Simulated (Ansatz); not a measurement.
## TaTe under changes of volume

One of the cells (20.002 Å³/atom); the others are scaled copies at fixed shape and fractional positions:

```
CELL_PARAMETERS angstrom
3.42009 0.00000 0.00000
0.00000 3.42009 0.00000
0.00000 0.00000 3.42009
ATOMIC_POSITIONS crystal
Ta 0.50000 0.50000 0.50000
Te 0.00000 0.00000 0.00000
```

The cell was built by a generator and needn't be a form met in nature.

* Program: Ansatz 0.2.0
* Functional: PBE
* Potentials or basis: Ansatz PAW
* Cutoff: 420 eV (not typed: the program's choice for these potentials)
* k mesh: 8 × 8 × 8
* Occupations: fermi-dirac, width 0.05 eV
* Spin: no spin polarisation

```tsv
volume (Å³/atom)	energy over the lowest point (meV/atom)	pressure (GPa)
18.802	36.87	10.4
19.202	15.87	6.6
19.602	?	?
20.002	0.00	0.1
20.402	3.34	-2.6
20.803	13.15	-5.1
21.203	28.75	-7.3
```

Problem. What does the run at 19.602 Å³/atom give?

Solution. Energy over the lowest point 3.89 meV/atom; pressure 3.2 GPa.

Worked out: A Birch-Murnaghan fit of order 3 (a polynomial in V^(-2/3)) to the other rows has its minimum at 20.01 Å³/atom with B0 = V·E''(V) = 144 GPa and B' = 4.6. It gives 3.90 meV/atom at 19.602 Å³/atom, against the run's 3.89, and -dE/dV = 3.1 GPa, against 3.2.

Energies are extrapolated to zero smearing.
